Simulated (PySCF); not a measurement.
# CH2ClGeN: the cost of one run

The runs use PySCF 2.14.0, with density-fitted response routines of our own; the level of theory stands in each step. All values are computed, except where a source is named. Atoms count from 0, in the outputs and in this text.

## 1. The starting structure

6 atoms, charge 0, multiplicity 1; geometry from: GFN2-xTB. The atoms were then displaced at random by about 0.01 Å, so the start is not that level's minimum.

Bonds of the start (Å): N0–C1 1.17, C1–Ge2 1.94, Ge2–Cl3 2.06, Ge2–H4 1.50, Ge2–H5 1.49.

## 2. Optimising the geometry at PBE0-D3(BJ)/def2-SVP

Job settings and geometry (Å):

```
{"job": {"xc": "PBE0", "basis": "def2-SVP", "d3": "d3bj", "grid": 1, "shake": 0.01, "kind": "geom"}, "charge": 0, "multiplicity": 1}
N      2.507820     0.164200    -0.006620
C      1.344150     0.062690    -0.007030
Ge    -0.582570    -0.158530    -0.004790
Cl    -1.398920     1.735370    -0.103610
H     -0.922780    -0.854660     1.281670
H     -0.923530    -0.979090    -1.204280
```

Run with:

```sh
$ OMP_NUM_THREADS=1 python probes_run.py task.json out
```

This one command runs all jobs of the session in turn.

**Question.** How long does this first job take on 1 thread of Intel Xeon at 2.50GHz, shared host, and how much memory does it need?

About 66 s, with a peak of 0.36 GiB.
